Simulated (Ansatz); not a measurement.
# AlH6NOSi: the cost of one run

Method: RKS B3LYP-D4/6-31G*, in Ansatz 0.2.0.

## Step 1: The system as given

Bond lengths: Al1–N2 1.920 Å, N2–H3 1.060 Å, N2–H4 1.060 Å, Al1–O5 1.780 Å, O5–Si6 1.680 Å, Si6–H7 1.460 Å, Si6–H8 1.460 Å, Si6–H9 1.460 Å, Al1–H10 1.560 Å. Angles: Al1–N2–H3 120.0°, Al1–N2–H4 120.0°, H3–N2–H4 120.0°, N2–Al1–O5 120.0°, N2–Al1–H10 120.0°, O5–Al1–H10 120.0°, Al1–O5–Si6 125.0°, O5–Si6–H7 109.5°, O5–Si6–H8 109.5°, O5–Si6–H9 109.5°, H7–Si6–H8 109.4°, H7–Si6–H9 109.4°, H8–Si6–H9 109.4°.

Structure file:

```xyz
10

Al    0.0000    0.0000    0.0000
N     0.0000    0.0000    1.9200
H    -0.8770   -0.2713    2.4500
H     0.8770    0.2713    2.4500
O     1.5415    0.0000   -0.8900
Si    2.3874   -1.3760   -1.3520
H     1.4599   -2.3514   -1.9176
H     3.3882   -1.0195   -2.3535
H     3.0504   -1.9546   -0.1870
H    -1.3510    0.0000   -0.7800
```

## Step 2: Preparing the start

Contents of input.yaml:

```yaml
crystal:
  periodic: [false, false, false]
  atoms:
    - { symbol: Al, position_ang: [0.0, 0.0, 0.0] }
    - { symbol: "N", position_ang: [0.0, 0.0, 1.92] }
    - { symbol: H, position_ang: [-0.877, -0.2713, 2.45] }
    - { symbol: H, position_ang: [0.877, 0.2713, 2.45] }
    - { symbol: O, position_ang: [1.5415, 0.0, -0.89] }
    - { symbol: Si, position_ang: [2.3874, -1.376, -1.352] }
    - { symbol: H, position_ang: [1.4599, -2.3514, -1.9176] }
    - { symbol: H, position_ang: [3.3882, -1.0195, -2.3535] }
    - { symbol: H, position_ang: [3.0504, -1.9546, -0.187] }
    - { symbol: H, position_ang: [-1.351, 0.0, -0.78] }
basis:
  gaussian: { orbitals: "6-31G*" }
hamiltonian:
  xc: b3lyp
  dispersion: d4
relax:
  f_tol: 0.02
  max_steps: 40
```

Started as:

```console
> ansatz run input.yaml --threads 1 --pin off --max-ram 2048MiB --backend cpu --events-out ev --progress --plain --runs-dir out
```

**Question.** How long does this run take on 1 thread of Intel Xeon Platinum 8488C (Sapphire Rapids), shared host, and how much memory does it need?

About 45 s, with a peak of 0.18 GiB.
